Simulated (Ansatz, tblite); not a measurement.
**The cluster B8Sb8: isomers from a random search**

One table from this session's results is given with a row withheld; the runs are named, their logs left out.

Program: Ansatz 0.2.0, Gaussian basis. Level of theory: relaxed with PBE-D4/def2-SVP, singlet. These are calculated values, not measurements.

2 further runs of the same task are left out: 2 set aside as unsound or not needed.

### Where the work starts

16 atoms, charge 0, spin multiplicity 1.

Atoms are counted from 1 here; the program's logs count them from 0.

Bond lengths: B1–B2 1.653 Å, B1–B3 1.845 Å, B1–Sb10 2.402 Å, B1–Sb11 2.223 Å, B1–Sb12 2.193 Å, B2–B3 1.794 Å, B2–B5 1.611 Å, B2–B8 1.773 Å, B2–Sb10 2.377 Å, B2–Sb11 2.484 Å, B3–B4 1.628 Å, B3–B8 1.629 Å, B3–Sb12 2.369 Å, B4–B6 1.962 Å, B4–B7 1.576 Å, B4–Sb16 2.192 Å, B5–B6 1.630 Å, B5–Sb13 2.110 Å and more. Angles: B2–B1–B3 61.4°, B2–B1–Sb10 69.0°, B2–B1–Sb11 78.2°, B2–B1–Sb12 132.7°, B3–B1–Sb10 89.2°, B3–B1–Sb11 123.3°, B3–B1–Sb12 71.2°, Sb10–B1–Sb11 112.6°, Sb10–B1–Sb12 110.8°, Sb11–B1–Sb12 134.0°, B1–B2–B3 64.6°, B1–B2–B5 150.6°, B1–B2–B8 96.0°, B1–B2–Sb10 70.6°, B1–B2–Sb11 61.2°, B3–B2–B5 108.5°, B3–B2–B8 54.3°, B3–B2–Sb10 91.2° and more.

Sb takes a core potential in the def2 sets. No spin-orbit coupling is included.

A search from random starts with GFN2-xTB found 2 distinct shapes; 2 go on here. The structure above is candidate A, which lies 0.00 eV above the lowest at that level; B lies 4.55 eV above the lowest at that level.

The first run:

Contents of in.yaml:

```yaml
crystal:
  periodic: [false, false, false]
  atoms:
    - {symbol: B, position_ang: [0.831920, -1.890290, 0.244940]}
    - {symbol: B, position_ang: [0.771410, -0.562830, -0.738180]}
    - {symbol: B, position_ang: [0.447540, -0.251030, 0.998840]}
    - {symbol: B, position_ang: [-1.077130, 0.239510, 1.290970]}
    - {symbol: B, position_ang: [-0.066750, 0.499780, -1.612420]}
    - {symbol: B, position_ang: [-1.369170, 0.486410, -0.633190]}
    - {symbol: B, position_ang: [-1.416920, 1.587870, 0.549850]}
    - {symbol: B, position_ang: [1.726140, 0.493590, 0.318460]}
    - {symbol: Sb, position_ang: [-2.599030, -1.379150, -0.728850]}
    - {symbol: Sb, position_ang: [3.040040, -1.099040, -0.272040]}
    - {symbol: Sb, position_ang: [-0.228180, -2.692390, -1.537240]}
    - {symbol: Sb, position_ang: [0.586010, -2.149660, 2.408330]}
    - {symbol: Sb, position_ang: [0.608150, 1.991460, -2.943380]}
    - {symbol: Sb, position_ang: [-0.717190, 3.518910, 0.906720]}
    - {symbol: Sb, position_ang: [1.658670, 2.651910, -0.389960]}
    - {symbol: Sb, position_ang: [-2.195530, -1.445060, 2.137160]}
basis:
  gaussian: {orbitals: def2-SVP}
hamiltonian: {xc: pbe, dispersion: d4}
scf: {lower_state_search: "off"}
output: {orbitals: {seedname: orbitals}}
relax: {f_tol: 0.03, max_steps: 70}
```

Run with:

```sh
$ ansatz run in.yaml --threads 2 --pin off --events-out ev --progress --plain --max-ram 32768MiB --backend cuda --devices 0, --max-vram 18GiB
```

Steps of the session up to this table: Relaxing candidate A; Relaxing candidate B; Candidate B, PBE0-D4/def2-TZVP; Candidate B, PBE-D4/def2-TZVP; Candidate B, r2SCAN-D4/def2-TZVP; Candidate B, PBE-QIDH/def2-TZVP; Candidate B, PBE-D4/def2-SVP; Candidate B, PBE0-D4/def2-SVP; Candidate B, MP2/def2-SVP; Candidate B, RPA/def2-SVP.

One table of the session follows, with a row left open; its other results are not shown here.

It belongs to the step «B against A». 

```
              level  B above A (eV)
           GFN1-xTB          +1.372
           GFN2-xTB          +2.577
        HF/def2-SVP          +2.366
    PBE-D4/def2-SVP          +3.449
   PBE-D4/def2-TZVP               ?
r2SCAN-D4/def2-TZVP          +2.930
   PBE0-D4/def2-SVP          +3.622
  PBE0-D4/def2-TZVP          +3.323
 PBE-QIDH/def2-TZVP          +3.384
       RPA/def2-SVP          +3.050
       MP2/def2-SVP          +3.721
```

Estimate the missing values for PBE-D4/def2-TZVP.

The run gave: B above A (eV): +3.170. In the column «B above A (eV)» it lies between RPA/def2-SVP (+3.050) and PBE0-D4/def2-TZVP (+3.323).

To keep in mind: The search was small, so a lower isomer may exist. Only singlets are compared; another spin may lie lower and prefer another shape.
